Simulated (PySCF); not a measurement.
# C5H6F3O3S: the cost of one run

Computed with PySCF 2.14.0, with density-fitted response routines of our own, on a single molecule, in the gas phase or a continuum. Atoms count from 0, in the outputs and in this text.

### Step 1. The molecule as given

18 atoms, charge -1, multiplicity 1; geometry from: GFN2-xTB. The atoms were then displaced at random by about 0.01 Å, so the start is not that level's minimum.

Bonds of the start (Å): C0–C1 1.47, C1–S2 1.85, S2–O3 1.42, S2–O4 1.46, S2–O5 1.46, C1–C6 1.49, C6–C7 1.51, C7–C8 1.47, C8–F9 1.36, C8–F10 1.34, C8–F11 1.36, C7–C1 1.51, C0–H12 1.14, C0–H13 1.12, C0–H14 1.07, C6–H15 1.07, C6–H16 1.07, C7–H17 1.10.

### Step 2. Optimising the geometry at PBE0-D3(BJ)/def2-SVP

The job: settings as JSON, then the geometry in Å.

```
{"job": {"xc": "PBE0", "basis": "def2-SVP", "d3": "d3bj", "grid": 1, "shake": 0.01, "kind": "geom"}, "charge": -1, "multiplicity": 1}
C     -0.436500     0.953630    -1.232020
C     -0.465840    -0.027650    -0.133040
S     -2.037680     0.050960     0.835250
O     -3.024330    -0.232150    -0.138770
O     -1.855420    -0.984310     1.853960
O     -2.050110     1.415550     1.366170
C      0.122820    -1.390250    -0.196940
C      0.717410    -0.360600     0.738550
C      2.070850     0.163650     0.513820
F      3.011050    -0.491090     1.241390
F      2.224090     1.457220     0.814160
F      2.503960     0.043160    -0.773470
H     -1.426600     0.877540    -1.781870
H     -0.449200     1.982530    -0.800210
H      0.373090     0.844140    -1.927860
H      0.701640    -1.668040    -1.049790
H     -0.467690    -2.162770     0.256860
H      0.460920    -0.459580     1.803430
```

On the command line:

```
OMP_NUM_THREADS=1 python probes_run.py task.json out
```

One launch serves the whole session: the jobs run in the order shown.

Q: Estimate the wall time and peak memory of this first job on 1 thread of AMD EPYC, shared host.

About 14 min, with a peak of 0.91 GiB.
